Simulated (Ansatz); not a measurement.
# BClH2Se, SMILES ClB[SeH]: an active-space calculation

Program: the Python package of Ansatz (0.2.0).

Run as a notebook:

**Cell 1**
```python
import ansatz as az
```

**Cell 2**
```python
SETTINGS = {
    "basis_set": "def2-SVP",
}
```

**Cell 3**
```python
geometry_ang = [
    ("Cl", (-2.0099, -0.1438, 0.3269)),
    ("B", (-0.3428, -0.45, -0.2501)),
    ("Se", (0.9086, 1.0728, -0.5812)),
    ("H", (0.089, -1.5513, -0.4158)),
    ("H", (1.405, 0.9987, 0.8788)),
]
system = az.Crystal.molecule()
for symbol, xyz in geometry_ang:
    system = system.atom(symbol, xyz)
```

**Cell 4**
```python
calc = (
    system.calculation()
    .basis(gaussian=SETTINGS["basis_set"])
    .correlation(active_electrons=2, active_orbitals=2)
)
for method in ["sc_nevpt2"]:
    report = (calc if method is None else calc.correlation(method)).run().report
    space = report["configurations"]
    state = space["states"][0]
    print(method or "casscf", f"total {report['free_energy_ev'] / 27.211386246:.6f} Ha, active-space state {state['energy']['hartree']:.6f} Ha, mean field {report['reference_energy_ev'] / 27.211386246:.6f} Ha")
    print("  determinants", state["n_determinants"], " natural occupations", [round(n, 3) for n in space["natural_occupations"]])
print("effectively unpaired electrons, sum of min(n, 2 - n):", round(sum(min(n, 2 - n) for n in space["natural_occupations"]), 3))
```
Output:
```text
sc_nevpt2 total -2885.219054 Ha, active-space state -2884.783016 Ha, mean field -2884.764918 Ha
  determinants 4  natural occupations [1.965, 0.035]
effectively unpaired electrons, sum of min(n, 2 - n): 0.07
```

Reading the output:
- These settings explore the input space; basis and method may be short of convergence.
- The geometry is a force-field or estimated start, not a minimum of this method, and the basis set is short of its limit. The active space starts as a window about the frontier orbitals and is then optimised, not chosen by chemistry.
- Finished in 5.9 s on 1 thread of Arm Neoverse V1, with other jobs on the host, peak memory 0.21 GiB.
